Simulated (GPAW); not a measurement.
PtSe: relaxation of cell and atoms with BLYP

Crystal: PtSe.

```
CELL_PARAMETERS angstrom
0.00000 2.79841 2.79841
2.79841 0.00000 2.79841
2.79841 2.79841 0.00000
ATOMIC_POSITIONS crystal
Pt 0.50000 0.50000 0.50000
Se 0.00000 0.00000 0.00000
```

The cell comes from a database or a generator and needn't be the stable form of this composition.

| Quantity | Value |
| --- | --- |
| Program | GPAW 26.7.0 |
| Task | relaxation of cell and atoms |
| Functional | BLYP |
| Potentials or basis | PAW data sets generated in the run's folder for this functional |
| Cutoff | 600 eV |
| Basis | pw |
| k mesh | 8 × 8 × 8 |
| Occupations | fermi-dirac, width 0.05 eV |
| Spin | no spin polarisation |
| Eigensolver | davidson |
| Maxiter | 150 |
| Optimizer | BFGS |
| Fmax | 0.02 eV/Å |
| Max steps | 60 |
| Convergence | density=1e-05 forces=0.0001 |

```yaml
Relaxed_volume: 19.84 Å³/atom
Relaxed_cell: a = 3.829 Å, b = 3.829 Å, c = 3.829 Å, α = 60.00°, β = 60.00°, γ = 60.00°
Space_group_after_relaxing_to_0.05_Å: Fm-3m (No. 225)
Energy_gained_by_relaxing: 57.1 meV/atom
Ionic_steps: 5
Pressure_after_relaxing: 0.0 GPa
Band_gap_on_the_k_mesh: none (metal or under the smearing width)
```

Step by step:
```
step  energy change (eV)  largest force (eV/Å)  pressure (GPa)  volume (Å³)
   1              0.0000                0.0000           -7.95        43.83
   2             -0.0456                0.0000           -6.46        42.82
   3             -0.1117                0.0000            1.49        39.13
   4             -0.1142                0.0000           -0.18        39.75
   5             -0.1142                0.0000            0.00        39.68
```

Final structure:
```
CELL_PARAMETERS angstrom
0.00000 2.70725 2.70725
2.70725 0.00000 2.70725
2.70725 2.70725 0.00000
ATOMIC_POSITIONS crystal
Pt 0.50000 0.50000 0.50000
Se 0.00000 0.00000 0.00000
```

Levels at points of the mesh, in eV from the Fermi level:
| k point | band 8 | band 9 | band 10 | band 11 | band 12 | band 13 | band 14 | band 15 |
| --- | --- | --- | --- | --- | --- | --- | --- | --- |
| (0.00, 0.00, 0.00) | -2.79 | -2.79 | -1.38 | -1.38 | -1.38 | 0.96 | 10.51 | 11.37 |
| (0.50, 0.50, 0.00) | -2.85 | -2.41 | -1.68 | -1.68 | -1.22 | 0.04 | 8.54 | 11.11 |
| (0.50, 0.50, 0.50) | -1.97 | -1.97 | -1.55 | 2.47 | 2.47 | 3.64 | 6.43 | 6.43 |

It took 91 s on 1 thread of Arm Neoverse V1, with other jobs on the host, peak memory 0.21 GiB.

Caveat: later steps reuse the first step's grids. Spin-orbit coupling is left out, which matters for the levels of Pt.
